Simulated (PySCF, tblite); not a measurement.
**C4H7F2NSi: geometry, infrared bands and NMR shifts**

Wanted: the infrared bands and NMR shifts of C4H7F2NSi (`C#CCN[SiH2]C(F)F`), by calculation.

Programs: tblite 0.8.0 and PySCF 2.14.0, with density-fitted response routines of our own. Each step states its level of theory. These are calculated values for one molecule in the gas phase, unless marked as measured. Atoms count from 0, in the outputs and in this text.

## Step 1: The molecule as given

15 atoms, charge 0, multiplicity 1; geometry from: force field or distance geometry start.

Bonds of the start (Å): C0–C1 1.20, C1–C2 1.48, C2–N3 1.45, N3–Si4 1.81, Si4–C5 1.86, C5–F6 1.40, C5–F7 1.39, C0–H8 1.05, C2–H9 1.12, C2–H10 1.11, N3–H11 1.03, Si4–H12 1.46, Si4–H13 1.48, C5–H14 1.11.

## Step 2: Geometry optimisation with GFN2-xTB

Job settings and geometry (Å):

```
{"job": {"kind": "relax", "xc": "GFN2-xTB", "basis": "xTB"}, "charge": 0, "multiplicity": 1}
C     -2.454400     0.881800     0.842400
C     -1.974600     0.063500     0.102200
C     -1.377900    -0.949100    -0.791500
N     -0.039900    -0.576400    -1.201100
Si     0.894700    -0.496600     0.351300
C      2.151400     0.856500     0.165600
F      2.395500     1.509100     1.374200
F      3.341900     0.257900    -0.233900
H     -2.885000     1.607900     1.465700
H     -1.312400    -1.891400    -0.193500
H     -2.056000    -1.126500    -1.648300
H     -0.052600     0.327100    -1.700800
H      0.043700    -0.233500     1.511300
H      1.515700    -1.827300     0.515200
H      1.805700     1.604800    -0.580700
```

Started as:

```sh
$ OMP_NUM_THREADS=1 python probes_run.py task.json out
```

This one command runs all jobs of the session in turn.

**Question.** This job is followed by: GFN2-xTB harmonic vibrations, gas phase; GIAO PBE0/pcSseg-1 NMR shielding, non-relativistic, gas phase. Predict these results of the whole session: strongest single infrared mode (GFN2-xTB); zero-point energy (GFN2-xTB); 13C shifts against TMS (PBE0/pcSseg-1); 1H shifts against TMS (PBE0/pcSseg-1, means over atoms taken as alike); 15N shifts against NH3 (PBE0/pcSseg-1); 29Si shifts against TMS (PBE0/pcSseg-1); 19F shifts against CFCl3 (PBE0/pcSseg-1, means over atoms taken as alike).

The runs gave:

```
                                                                 quantity                             value
                                strongest single infrared mode (GFN2-xTB)             2236 cm⁻¹, 302 km/mol
                                             zero-point energy (GFN2-xTB)                     62.6 kcal/mol
                                   13C shifts against TMS (PBE0/pcSseg-1)       127.9, 88.3, 78.8, 35.9 ppm
   1H shifts against TMS (PBE0/pcSseg-1, means over atoms taken as alike)  6.26, 4.95, 3.72, 1.82, 0.38 ppm
                                   15N shifts against NH3 (PBE0/pcSseg-1)                          31.2 ppm
                                  29Si shifts against TMS (PBE0/pcSseg-1)                         -27.1 ppm
19F shifts against CFCl3 (PBE0/pcSseg-1, means over atoms taken as alike)                        -146.0 ppm
```

In words: Relaxing lowered the energy by 0.656 eV in 108 steps; the close pair that moved most is N3–Si4, from 1.814 to 1.714 Å. The lowest mode is imaginary (28i cm⁻¹), so the xTB geometry is not a minimum. The strongest single mode, at 2236 cm⁻¹, moves mainly H12. GFN2-xTB is a fitted tight-binding method: band positions and strengths are rough. Its intensities can rank the bands wrongly. The most deshielded hydrogen is H14 (hydrogen on an sp3 CH bonded to 2 F and Si), at 6.26 ppm: its carbon carries F, hence the downfield position. At PBE0/pcSseg-1: The widest tensor belongs to C1: span 305 ppm, with a paramagnetic part of -167 ppm.
